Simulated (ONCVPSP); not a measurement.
# Nickel: generating and testing an ONCV potential

Aim: build the potential from the settings below, then test how well it stands in for the atom: other configurations, scattering, ghost states and the plane-wave cutoff that it needs.

The numbers are computed with ONCVPSP 4.0.1.1 (patched build) (PBE, scalar-relativistic, spin-unpolarised reference atom).

**1. Starting point**

The settings as typed:

| Quantity | Value |
| --- | --- |
| element | nickel (Ni, Z = 28) |
| type | optimised norm-conserving Vanderbilt (ONCV) |
| frozen core | [Ne] |
| valence charge | 18 |
| reference configuration | 3s2 3p6 3d9 4s1 |
| partial waves | 3s+4s: rc 1.10 bohr, ncon 4, nbas 7, qcut 13.3 1/bohr, 3 projectors, debl 0.6 Ha; 3p: rc 1.10 bohr, ncon 4, nbas 9, qcut 11.1 1/bohr, 2 projectors, debl 2.2 Ha; 3d: rc 1.10 bohr, ncon 5, nbas 10, qcut 11.4 1/bohr, local |
| local potential | the d channel |
| core correction | Teter function, fcfact 5.25, rcfact 1.5 |

The outer shells as boxes (Hund's rule for the drawing; the calculation is spin-unpolarised):

```
[Ne] core
3s [↑↓]
3p [↑↓][↑↓][↑↓]
3d [↑↓][↑↓][↑↓][↑↓][↑ ]
4s [↑ ]
```

An earlier all-electron run gives the scale for the radii.

All-electron outer shells of the reference configuration (PBE, scalar-relativistic, ld1.x):

```tsv
shell	level (eV)	outermost node (bohr)	outermost maximum (bohr)
2p	-839.19	–	0.16
3s	-106.01	0.30	0.64
3p	-66.47	0.27	0.65
3d	-4.64	–	0.64
4s	-4.49	0.93	2.35
4p	-0.75	1.02	3.69
```

**2. The generation run**

Ni.dat reads:

```
# ATOM AND REFERENCE CONFIGURATION
# atsym  z   nc   nv     iexc    psfile
  Ni 28.00    3    4        4      upf
#
#   n    l    f
    1    0    2.00
    2    0    2.00
    2    1    6.00
    3    0    2.00
    3    1    6.00
    3    2    9.00
    4    0    1.00
#
# PSEUDOPOTENTIAL AND OPTIMIZATION
# lmax
    2
#
#   l,   rc,      ep,       ncon, nbas, qcut
    0    1.10    0.00    4    7   13.30
    1    1.10    0.00    4    9   11.10
    2    1.10    0.00    5   10   11.40
#
# LOCAL POTENTIAL
# lloc, lpopt,  rc(5),   dvloc0
    2    5    1.10    0.00
#
# VANDERBILT-KLEINMAN-BYLANDER PROJECTORs
# l, nproj, debl
    0    3    0.60
    1    2    2.20
    2    0    2.10
#
# MODEL CORE CHARGE
# icmod, fcfact, rcfact
    3    5.25    1.50
#
# LOG DERIVATIVE ANALYSIS
# epsh1, epsh2, depsh
   -5.00    5.00    0.04
#
# OUTPUT GRID
# rlmax, drl
    6.00    0.01
#
# TEST CONFIGURATIONS
# ncnf
    4
# nvcnf
#   n    l    f
    4
    3    0    2.00
    3    1    6.00
    3    2    8.00
    4    0    2.00
#
    4
    3    0    2.00
    3    1    6.00
    3    2    8.00
    4    0    1.00
#
    4
    3    0    2.00
    3    1    6.00
    3    2    8.00
    4    0    0.00
#
    4
    3    0    2.00
    3    1    6.00
    3    2    7.00
    4    0    2.00
#
```

The run is started by

```sh
$ oncvpsp.x < Ni.dat > Ni.out
```

What does the calculation give? Wanted: cutoffs for 1 and 0.1 mHa per electron, occupied waves; bound ghosts; GHOST(+) flags; largest test error; largest phase difference near zero energy, channels read; rms error of d²Exc/dn², without and with the model core; projector energies reset by the program.

As calculated:

| quantity | value |
| --- | --- |
| cutoffs for 1 and 0.1 mHa per electron, occupied waves | 93 Ha and 295 Ha |
| bound ghosts | none found |
| GHOST(+) flags | s at 787 eV |
| largest test error (AE − PS) | -50 meV, for 3s2 3p6 3d7 4s2 |
| largest phase difference near zero energy, channels read | 0.004 rad |
| rms error of d²Exc/dn², without and with the model core | 1.39 and 1.76 mHa |
| projector energies reset by the program | p: -2.443, 0.250 Ha |

By total energies transferability is fair: the largest error is 50 meV on 17.7 eV, for 3s2 3p6 3d7 4s2. It counts as very hard, with 93 Ha needed at the looser tolerance. The tighter tolerance needs 295 Ha, and converged work needs a cutoff nearer that. At the looser tolerance the 3d wave is the slowest; 3s needs 55 Ha. No bound ghost shows below the valence levels. Near zero energy the phases of the channels with partial waves agree within 0.004 rad. The program also flags highly localised states, GHOST(+) (s). These are tests on the free atom; a crystal test is still owed.
